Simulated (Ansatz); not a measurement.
# WH3 (sextet): the correlation ladder, def2-SVP

The task here is to estimate one member of a computed series from the others.

The runs use Ansatz 0.2.0, Gaussian basis; def2-SVP, core rule «outside noble gas», up to 4 orbitals frozen.

To be run: UHF; CCSD(T) on ROHF; CCSD(T) on UHF; CISD as a restricted active space (open shells left free, so some higher excitations enter); CCSDT(Q) on ROHF; CCSDT(Q) on UHF; CASSCF and MRCISD+Q, 9 electrons in 9 orbitals; CASSCF and NEVPT2, 9 electrons in 9 orbitals.

24 further runs of the same task are left out: 5 for a known fault of the program, 7 that didn't finish, 12 set aside as unsound or not needed. Runs told in other sessions of the task aren't counted.

**What is computed**

The geometry is a PBE0/def2-TZVP stationary point (not a proven minimum). No spin-orbit coupling is included. Elements past krypton take def2 core potentials.

4 atoms, charge 0, spin multiplicity 6.

Atoms are counted from 1 here; the program's logs count them from 0.

Bond lengths: W1–H2 1.697 Å, W1–H3 1.809 Å, W1–H4 1.809 Å. Angles: H2–W1–H3 90.2°, H2–W1–H4 90.2°, H3–W1–H4 179.6°.

The first run:

The input, in.yaml:

```yaml
crystal:
  periodic: [false, false, false]
  atoms:
    - {symbol: W, position_ang: [0.000000, -0.009090, 0.000000]}
    - {symbol: H, position_ang: [0.000000, 1.688316, 0.000000]}
    - {symbol: H, position_ang: [0.000000, -0.015207, 1.808801]}
    - {symbol: H, position_ang: [0.000000, -0.015207, -1.808801]}
basis:
  gaussian: {orbitals: def2-SVP}
magnetization: {spin_polarized: true, initial_magnetization: 5}
hamiltonian: {xc: hf}
output: {orbitals: {seedname: orbitals}}
```

Run with:

```sh
ansatz run in.yaml --threads 1 --pin off --events-out ev --progress --plain --max-ram 2393MiB
```

Among the steps run: UHF; CCSD(T) on ROHF; CCSD(T) on UHF; CISD as a restricted active space (open shells left free, so some higher excitations enter); CCSDT(Q) on ROHF; CCSDT(Q) on UHF; CASSCF and MRCISD+Q, 9 electrons in 9 orbitals; CASSCF and NEVPT2, 9 electrons in 9 orbitals.

One of the session's tables, all rows but one given; the rest of the session is left out.

```
          method  from RCCSDT(Q) (kJ/mol)
             UHF                   +415.8
            RMP2                        ?
            UMP2                    +72.3
           RCCSD                    +16.1
           UCCSD                     +6.8
        RCCSD(T)                     +3.0
        UCCSD(T)                     -5.5
          RCCSDT                     +0.8
          UCCSDT                     -7.6
       RCCSDT(Q)                        0
       UCCSDT(Q)                     -8.3
  CASSCF valence                   +322.7
  NEVPT2 valence                    +75.3
  MRCISD valence                    +23.4
MRCISD+Q valence                     +3.6
```

Estimate the missing values for RMP2.

**Answer.** from RCCSDT(Q) (kJ/mol): +74.0. In the column «from RCCSDT(Q) (kJ/mol)» it lies between UMP2 (+72.3) and NEVPT2 valence (+75.3).

Not comparable, so not listed: CISD as a restricted active space (open shells left free, so some higher excitations enter) (they don't share determinant, frozen orbitals or solution with the rows shown, or repeat one).

To keep in mind: The report flags that the cluster equations may have other roots. Left out of the table: ROHF (another determinant or state than the rows shown). The program flags RCCSD(T), UCCSD(T), RCCSDT(Q), UCCSDT(Q) as in doubt, so the zero of the table is itself unsure. Warnings: coupled cluster took another determinant than the lowest. Restricted and unrestricted rows rest on different reference determinants; a gap between their highest levels can come from leftover correlation error, from unlike frozen cores or from another state.
